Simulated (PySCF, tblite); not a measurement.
# C₆H₉F₂ radical: geometry, infrared bands and EPR parameters

Wanted: the infrared bands and EPR parameters of C₆H₉F₂ radical (`C[C](F)/C=C(\C)CF`), by calculation.

Programs: tblite 0.8.0 and PySCF 2.14.0, with density-fitted response routines of our own. Each step states its level of theory. These are calculated values for one molecule in the gas phase, unless marked as measured. Atoms count from 0, in the outputs and in this text.

## 1. The molecule as given

17 atoms, charge 0, multiplicity 2; geometry from: force field or distance geometry start.

Bonds of the start (Å): C0–C1 1.50, C1–F2 1.34, C1–C3 1.44, C3–C4 1.35, C4–C5 1.50, C4–C6 1.51, C6–F7 1.36, C0–H8 1.09, C0–H9 1.09, C0–H10 1.09, C3–H11 1.10, C5–H12 1.10, C5–H13 1.09, C5–H14 1.10, C6–H15 1.11, C6–H16 1.09.

## 2. Optimising the geometry with GFN2-xTB

The job: settings as JSON, then the geometry in Å.

```
{"job": {"kind": "relax", "xc": "GFN2-xTB", "basis": "xTB"}, "charge": 0, "multiplicity": 2}
C      2.823400    -0.464800     0.265300
C      1.518800     0.274100     0.160200
F      1.522100     1.610300     0.279400
C      0.311300    -0.417900    -0.194100
C     -0.956100     0.027900    -0.113600
C     -1.382000     1.376700     0.394800
C     -2.109500    -0.823500    -0.582300
F     -1.689600    -2.033200    -1.041200
H      3.613100     0.214400     0.592600
H      3.095200    -0.878200    -0.701000
H      2.744800    -1.279700     0.990600
H      0.472100    -1.441300    -0.554400
H     -0.596600     1.902800     0.955200
H     -2.210900     1.266000     1.092000
H     -1.706400     2.022700    -0.429100
H     -2.803100    -1.014500     0.261500
H     -2.653700    -0.329700    -1.385800
```

Command:

```console
OMP_NUM_THREADS=1 python probes_run.py task.json out
```

This one command runs all jobs of the session in turn.

**Question.** This job is followed by: GFN2-xTB harmonic vibrations, gas phase; UKS B3LYP, pcH-1 on C F H, non-relativistic, mean-field spin-orbit, GIAO. What will the session give for the following? strongest single infrared mode (GFN2-xTB); zero-point energy (GFN2-xTB); g(iso) (B3LYP); ⟨S²⟩; largest a(iso) (averaged by class); potential on the surface of density 0.002 e/bohr³, 1st and 99th percentile.

The runs gave:

```
                                                                  quantity                 value
                                 strongest single infrared mode (GFN2-xTB)  1058 cm⁻¹, 68 km/mol
                                              zero-point energy (GFN2-xTB)         83.3 kcal/mol
                                                            g(iso) (B3LYP)               2.00322
                                                                      ⟨S²⟩    0.774 (exact 0.75)
                                        largest a(iso) (averaged by class)   19F on F2, 82.6 MHz
potential on the surface of density 0.002 e/bohr³, 1st and 99th percentile    -0.99 V and 0.90 V
```

**Reading.** The optimisation took 187 steps and gained 0.215 eV; among the close pairs (by a distance rule), C1–C3 changed most, from 1.436 to 1.372 Å. No mode is imaginary among the 45: a minimum at this level. The strongest single mode, at 1058 cm⁻¹, moves mainly C6 and F7. Unscaled tight-binding wavenumbers are off by several per cent, some by more. Its intensities can rank the bands wrongly. The largest spin populations lie on C4 (0.64 e), C1 (0.54 e). The isotropic g lies 0.9 ppt above the free-electron value. These values are for one conformer; the search (at its own cheap level) found 2 more, at 0.60, 0.63 kcal/mol, and measured spectra average over such forms.
